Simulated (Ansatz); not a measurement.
# C2H8OSSi: one species, many methods

One table from this session's results is given with a row withheld; the runs are named, their logs left out.

The runs use Ansatz 0.2.0, Gaussian basis; functionals in def2-TZVPP, the program's frozen cores in correlated methods.

The runs, in order: PBE-D4, r2SCAN-D4, PBE0-D4, B3LYP-D4, ωB97X-V, ωB97M-V, B2PLYP; CCSD(T)/def2-TZVPP; MP2/def2-QZVPP; extrapolation to the limit.

### The geometry

An earlier PBE0-D4 in a triple-zeta def2 set relaxation fixed the geometry.

SMILES `CO[SiH2]SC`, 13 atoms, charge 0, spin multiplicity 1.

Atoms are counted from 1 here; the program's logs count them from 0.

Bond lengths: C1–O2 1.409 Å, C1–H6 1.091 Å, C1–H7 1.096 Å, C1–H8 1.096 Å, O2–Si3 1.636 Å, Si3–S4 2.117 Å, Si3–H9 1.492 Å, Si3–H10 1.492 Å, S4–C5 1.818 Å, C5–H11 1.089 Å, C5–H12 1.090 Å, C5–H13 1.090 Å. Angles: O2–C1–H6 108.1°, O2–C1–H7 111.5°, O2–C1–H8 111.5°, H6–C1–H7 108.5°, H6–C1–H8 108.5°, H7–C1–H8 108.7°, C1–O2–Si3 123.2°, O2–Si3–S4 105.7°, O2–Si3–H9 111.2°, O2–Si3–H10 111.2°, S4–Si3–H9 110.8°, S4–Si3–H10 110.8°, H9–Si3–H10 107.2°, Si3–S4–C5 96.6°, S4–C5–H11 106.6°, S4–C5–H12 111.4°, S4–C5–H13 111.4°, H11–C5–H12 108.7° and more.

Geometry (Å):

```xyz
13
charge 0, multiplicity 1
C    -2.6918   -0.3780   -0.5200
O    -1.3414   -0.7676   -0.6200
Si   -0.1125    0.0844    0.0428
S     1.6500   -0.9844   -0.4396
C     2.8106    0.1457    0.3862
H    -3.2972   -1.1098   -1.0567
H    -3.0246   -0.3498    0.5238
H    -2.8595    0.6078   -0.9687
H    -0.2723    0.2021    1.5218
H    -0.0581    1.4703   -0.5078
H     3.8076   -0.2644    0.2305
H     2.6179    0.1995    1.4580
H     2.7711    1.1441   -0.0502
```

The first run:

in.yaml

```yaml
crystal:
  periodic: [false, false, false]
  atoms:
    - {symbol: C, position_ang: [-2.691776, -0.377993, -0.520007]}
    - {symbol: O, position_ang: [-1.341410, -0.767647, -0.620020]}
    - {symbol: Si, position_ang: [-0.112498, 0.084425, 0.042759]}
    - {symbol: S, position_ang: [1.650019, -0.984446, -0.439629]}
    - {symbol: C, position_ang: [2.810639, 0.145735, 0.386222]}
    - {symbol: H, position_ang: [-3.297162, -1.109773, -1.056739]}
    - {symbol: H, position_ang: [-3.024622, -0.349837, 0.523804]}
    - {symbol: H, position_ang: [-2.859467, 0.607840, -0.968652]}
    - {symbol: H, position_ang: [-0.272260, 0.202117, 1.521785]}
    - {symbol: H, position_ang: [-0.058091, 1.470340, -0.507841]}
    - {symbol: H, position_ang: [3.807636, -0.264362, 0.230494]}
    - {symbol: H, position_ang: [2.617905, 0.199483, 1.458012]}
    - {symbol: H, position_ang: [2.771086, 1.144118, -0.050198]}
basis:
  gaussian: {orbitals: def2-TZVPP}
hamiltonian: {xc: pbe, dispersion: d4}
output: {forces: true, orbitals: {seedname: orbitals}}
```

Started as:

```bash
$ ansatz run in.yaml --threads 2 --pin off --events-out ev --progress --plain --max-ram 32768MiB --backend cuda --devices 0, --max-vram 18GiB
```

Among the steps run: PBE-D4 (GGA); r2SCAN-D4 (meta-GGA); PBE0-D4 (hybrid); B3LYP-D4 (hybrid); ωB97X-V (range-separated); ωB97M-V (range-separated); B2PLYP (double hybrid); CCSD(T) in def2-TZVPP; MP2 in def2-QZVPP.

One table of the session follows, with a row left open; its other results are not shown here.

| method | atomisation energy (kJ/mol) |
| --- | --- |
| PBE-D4 | 4728.7 |
| r2SCAN-D4 | 4685.8 |
| PBE0-D4 | 4668.1 |
| B3LYP-D4 | 4671.5 |
| ωB97X-V | 4697.8 |
| ωB97M-V | 4695.3 |
| B2PLYP | 4620.2 |
| HF/def2-TZVPP | 3451.0 |
| MP2/def2-TZVPP | ? |
| CCSD/def2-TZVPP | 4500.3 |
| CCSD(T)/def2-TZVPP | 4560.6 |
| MP2/CBS | 4734.1 |
| CCSD(T)/CBS | 4684.8 |

Estimate the missing values for MP2/def2-TZVPP.

**Answer.** atomisation energy (kJ/mol): 4610.0. In the column «atomisation energy (kJ/mol)» it lies between CCSD(T)/def2-TZVPP (4560.6) and B2PLYP (4620.2).

Limits of these values: Free atoms (2 C, 1 O, 1 Si, 1 S, 8 H) were run apart at each level; the atomisation energy is their sum less the molecule, without zero-point or spin-orbit terms.
